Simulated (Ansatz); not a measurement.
# C3H5Se radical: a ladder of functionals and wavefunction methods

The task here is to estimate one member of a computed series from the others.

Method: functionals in def2-TZVPP, the program's frozen cores in correlated methods; program: Ansatz 0.2.0, Gaussian basis.

The runs, in order: LDA (SPW92), PBE-D4, revPBE-D4, BLYP-D4, r2SCAN-D4, B97M-V, PBE0-D4, B3LYP-D4, r2SCANh-D4, r2SCAN0-D4, HSE06-D4, BHLYP-D4, CAM-B3LYP-D4, LC-ωPBE, ωB97X-V, ωB97M-V, B2PLYP, PBE-QIDH; CCSD(T)/def2-SVP; CCSD(T)/def2-TZVPP; MP2/def2-QZVPP; extrapolation to the limit; RPA on PBE.

### The geometry

The geometry comes from an earlier relaxation with PBE0-D4 in a triple-zeta def2 set; it is a stationary point, not always the lowest conformer.

9 atoms, charge 0, spin multiplicity 2.

Atoms are counted from 1 here; the program's logs count them from 0.

Bond lengths: C1–C2 1.327 Å, C1–H5 1.086 Å, C1–H6 1.083 Å, C2–C3 1.484 Å, C2–H7 1.087 Å, C3–Se4 1.953 Å, C3–H8 1.090 Å, C3–H9 1.095 Å. Angles: C2–C1–H5 121.5°, C2–C1–H6 121.4°, H5–C1–H6 117.1°, C1–C2–C3 123.8°, C1–C2–H7 120.1°, C3–C2–H7 116.1°, C2–C3–Se4 110.7°, C2–C3–H8 112.3°, C2–C3–H9 111.7°, Se4–C3–H8 109.2°, Se4–C3–H9 103.9°, H8–C3–H9 108.5°.

The first run:

Contents of in.yaml:

```yaml
crystal:
  periodic: [false, false, false]
  atoms:
    - {symbol: C, position_ang: [0.343946, 1.301961, -0.483359]}
    - {symbol: C, position_ang: [0.091183, 0.363571, 0.419773]}
    - {symbol: C, position_ang: [-0.429280, -0.985292, 0.084736]}
    - {symbol: Se, position_ang: [0.907315, -2.357257, 0.467036]}
    - {symbol: H, position_ang: [0.169911, 1.131634, -1.541280]}
    - {symbol: H, position_ang: [0.731226, 2.272162, -0.196464]}
    - {symbol: H, position_ang: [0.289029, 0.551392, 1.471737]}
    - {symbol: H, position_ang: [-0.736045, -1.063833, -0.957987]}
    - {symbol: H, position_ang: [-1.278685, -1.260738, 0.718808]}
basis:
  gaussian: {orbitals: def2-TZVPP}
magnetization: {spin_polarized: true, initial_magnetization: 1}
hamiltonian: {xc: lda}
output: {orbitals: {seedname: orbitals}}
```

Started as:

```
$ ansatz run in.yaml --threads 4 --pin off --events-out ev --progress --plain --max-ram 10444MiB
```

Among the steps run: LDA; PBE-D4 (GGA); revPBE-D4 (GGA); BLYP-D4 (GGA); r2SCAN-D4 (meta-GGA); B97M-V (meta-GGA); B3LYP-D4 (hybrid); r2SCANh-D4 (hybrid); r2SCAN0-D4 (hybrid); HSE06-D4 (hybrid); BHLYP-D4 (hybrid); CAM-B3LYP-D4 (range-separated); LC-ωPBE (range-separated); ωB97X-V (range-separated); ωB97M-V (range-separated); B2PLYP (double hybrid); PBE-QIDH (double hybrid).

One of the session's tables, all rows but one given; the rest of the session is left out.

It belongs to the step «Orbital energies across the functionals». 

```
  functional  HOMO (eV)  LUMO (eV)  gap (eV)
 LDA (SPW92)      -5.37      -5.38     -0.01
      PBE-D4      -5.23      -4.92      0.30
   revPBE-D4      -5.17      -4.78      0.39
     BLYP-D4      -5.08      -4.92      0.16
   r2SCAN-D4      -5.48      -4.58      0.90
      B97M-V      -5.54      -4.71      0.84
     PBE0-D4      -6.37      -3.82      2.55
    B3LYP-D4      -6.16      -4.24      1.93
  r2SCANh-D4      -5.90      -4.18      1.73
  r2SCAN0-D4      -6.54      -3.58      2.96
    HSE06-D4      -5.97      -4.20      1.77
    BHLYP-D4      -7.39      -2.79      4.60
CAM-B3LYP-D4      -7.70      -2.77      4.93
     LC-ωPBE      -9.08      -1.29      7.79
     ωB97X-V          ?          ?         ?
     ωB97M-V      -8.55      -1.78      6.77
```

**Question.** Estimate the row for ωB97X-V.

**Answer.** HOMO (eV): -8.72; LUMO (eV): -1.76; gap (eV): 6.97. In the column «HOMO (eV)» it lies between LC-ωPBE (-9.08) and ωB97M-V (-8.55).

Caveats from the session: A negative gap means that an empty level lies below a filled one: whole occupations of an open shell aren't an aufbau state there.
